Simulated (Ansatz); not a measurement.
**C₆H₁₅ClO₃Sn: one species, many methods**

One table from this session's results is given with a row withheld; the runs are named, their logs left out.

The runs use Ansatz 0.2.0, Gaussian basis; functionals in def2-TZVPP, the program's frozen cores in correlated methods.

Plan: LDA (SPW92), PBE-D4, revPBE-D4, BLYP-D4, r2SCAN-D4, B97M-V, PBE0-D4, B3LYP-D4, r2SCANh-D4, r2SCAN0-D4, HSE06-D4, BHLYP-D4, CAM-B3LYP-D4, LC-ωPBE, ωB97X-V, ωB97M-V, B2PLYP, PBE-QIDH; CCSD(T)/def2-SVP; CCSD(T)/def2-TZVPP; MP2/def2-QZVPP; extrapolation to the limit; RPA on PBE.

## The relaxed structure

An earlier PBE0-D4 in a triple-zeta def2 set relaxation fixed the geometry. Sn takes the def2 core potential; no spin-orbit term is included.

26 atoms, charge 0, spin multiplicity 1.

Atoms are counted from 1 here; the program's logs count them from 0.

Bond lengths: C1–C2 1.508 Å, C1–H12 1.092 Å, C1–H13 1.092 Å, C1–H14 1.093 Å, C2–O3 1.421 Å, C2–H15 1.098 Å, C2–H16 1.099 Å, O3–Sn4 1.935 Å, Sn4–Cl5 2.306 Å, Sn4–O6 1.935 Å, Sn4–O9 1.946 Å, O6–C7 1.421 Å, C7–C8 1.508 Å, C7–H17 1.099 Å, C7–H18 1.098 Å, C8–H19 1.092 Å, C8–H20 1.092 Å, C8–H21 1.093 Å and more. Angles: C2–C1–H12 110.4°, C2–C1–H13 110.5°, C2–C1–H14 110.3°, H12–C1–H13 108.4°, H12–C1–H14 108.6°, H13–C1–H14 108.6°, C1–C2–O3 108.3°, C1–C2–H15 110.1°, C1–C2–H16 110.1°, O3–C2–H15 110.5°, O3–C2–H16 110.5°, H15–C2–H16 107.3°, C2–O3–Sn4 119.6°, O3–Sn4–Cl5 111.7°, O3–Sn4–O6 105.3°, O3–Sn4–O9 111.5°, Cl5–Sn4–O6 111.7°, Cl5–Sn4–O9 105.2° and more.

As a file:

```
C    -1.66949    0.90104    3.76437
C    -1.00044   -0.10099    2.85729
O    -0.29286    0.61012    1.85035
Sn    0.70887   -0.36668    0.51301
Cl    2.19103   -1.85047    1.47103
O     1.62065    0.98506   -0.52985
C     2.53225    0.59164   -1.54695
C     3.09945    1.83600   -2.18284
O    -0.45821   -1.45796   -0.59749
C    -1.49818   -0.82444   -1.32945
C    -2.25075   -1.88094   -2.09949
H    -0.92562    1.55004    4.23018
H    -2.36458    1.52508    3.19930
H    -2.22539    0.38689    4.55263
H    -0.31453   -0.73351    3.43605
H    -1.75267   -0.76235    2.40599
H     2.02428   -0.02094   -2.30434
H     3.34188   -0.01732   -1.12362
H     3.62127    2.44060   -1.43873
H     2.30214    2.44068   -2.61935
H     3.80634    1.56957   -2.97279
H    -2.18188   -0.29468   -0.65191
H    -1.08551   -0.07745   -2.02146
H    -2.67943   -2.61772   -1.41743
H    -3.06101   -1.42722   -2.67608
H    -1.58189   -2.40016   -2.78857
```

The first run:

The input, in.yaml:

```yaml
crystal:
  periodic: [false, false, false]
  atoms:
    - {symbol: C, position_ang: [-1.669492, 0.901037, 3.764374]}
    - {symbol: C, position_ang: [-1.000442, -0.100986, 2.857291]}
    - {symbol: O, position_ang: [-0.292865, 0.610120, 1.850352]}
    - {symbol: Sn, position_ang: [0.708871, -0.366684, 0.513015]}
    - {symbol: Cl, position_ang: [2.191034, -1.850468, 1.471028]}
    - {symbol: O, position_ang: [1.620647, 0.985064, -0.529846]}
    - {symbol: C, position_ang: [2.532254, 0.591638, -1.546952]}
    - {symbol: C, position_ang: [3.099447, 1.835996, -2.182837]}
    - {symbol: O, position_ang: [-0.458215, -1.457958, -0.597488]}
    - {symbol: C, position_ang: [-1.498179, -0.824438, -1.329449]}
    - {symbol: C, position_ang: [-2.250753, -1.880935, -2.099485]}
    - {symbol: H, position_ang: [-0.925617, 1.550043, 4.230183]}
    - {symbol: H, position_ang: [-2.364585, 1.525084, 3.199304]}
    - {symbol: H, position_ang: [-2.225385, 0.386887, 4.552632]}
    - {symbol: H, position_ang: [-0.314529, -0.733513, 3.436050]}
    - {symbol: H, position_ang: [-1.752675, -0.762346, 2.405988]}
    - {symbol: H, position_ang: [2.024284, -0.020944, -2.304337]}
    - {symbol: H, position_ang: [3.341877, -0.017322, -1.123615]}
    - {symbol: H, position_ang: [3.621267, 2.440596, -1.438727]}
    - {symbol: H, position_ang: [2.302138, 2.440681, -2.619348]}
    - {symbol: H, position_ang: [3.806345, 1.569574, -2.972793]}
    - {symbol: H, position_ang: [-2.181880, -0.294678, -0.651910]}
    - {symbol: H, position_ang: [-1.085514, -0.077448, -2.021455]}
    - {symbol: H, position_ang: [-2.679426, -2.617719, -1.417430]}
    - {symbol: H, position_ang: [-3.061010, -1.427216, -2.676077]}
    - {symbol: H, position_ang: [-1.581892, -2.400165, -2.788570]}
basis:
  gaussian: {orbitals: def2-TZVPP}
hamiltonian: {xc: lda}
output: {orbitals: {seedname: orbitals}}
```

Command:

```
$ ansatz run in.yaml --threads 11 --pin off --events-out ev --progress --plain --max-ram 174080MiB --backend cuda --devices 0, --max-vram 75GiB
```

Among the steps run: LDA; PBE-D4 (GGA); revPBE-D4 (GGA); BLYP-D4 (GGA); r2SCAN-D4 (meta-GGA); B97M-V (meta-GGA); B3LYP-D4 (hybrid); r2SCANh-D4 (hybrid); r2SCAN0-D4 (hybrid); HSE06-D4 (hybrid); BHLYP-D4 (hybrid); CAM-B3LYP-D4 (range-separated); LC-ωPBE (range-separated); ωB97X-V (range-separated); ωB97M-V (range-separated); B2PLYP (double hybrid); PBE-QIDH (double hybrid).

One table of the session follows, with a row left open; its other results are not shown here.

It belongs to the step «Orbital energies across the functionals». 

```
  functional  HOMO (eV)  LUMO (eV)  gap (eV)
 LDA (SPW92)      -6.60      -3.00      3.60
      PBE-D4      -6.47      -2.65      3.81
   revPBE-D4      -6.41      -2.52      3.89
     BLYP-D4      -6.39      -2.59      3.80
   r2SCAN-D4      -6.81      -2.44      4.37
      B97M-V      -6.95      -2.44      4.50
     PBE0-D4      -8.05      -1.68      6.37
    B3LYP-D4      -7.82      -1.99      5.83
  r2SCANh-D4      -7.40      -2.09      5.31
  r2SCAN0-D4      -8.29      -1.55      6.74
    HSE06-D4      -7.64      -2.05      5.59
    BHLYP-D4      -9.60      -0.64      8.96
CAM-B3LYP-D4      -9.53      -0.65      8.88
     LC-ωPBE          ?          ?         ?
     ωB97X-V     -10.55       0.50     11.04
     ωB97M-V     -10.47       0.35     10.82
```

**Question.** Estimate the row for LC-ωPBE.

**Answer.** HOMO (eV): -10.86; LUMO (eV): 0.68; gap (eV): 11.53. In the column «HOMO (eV)» it is the lowest.
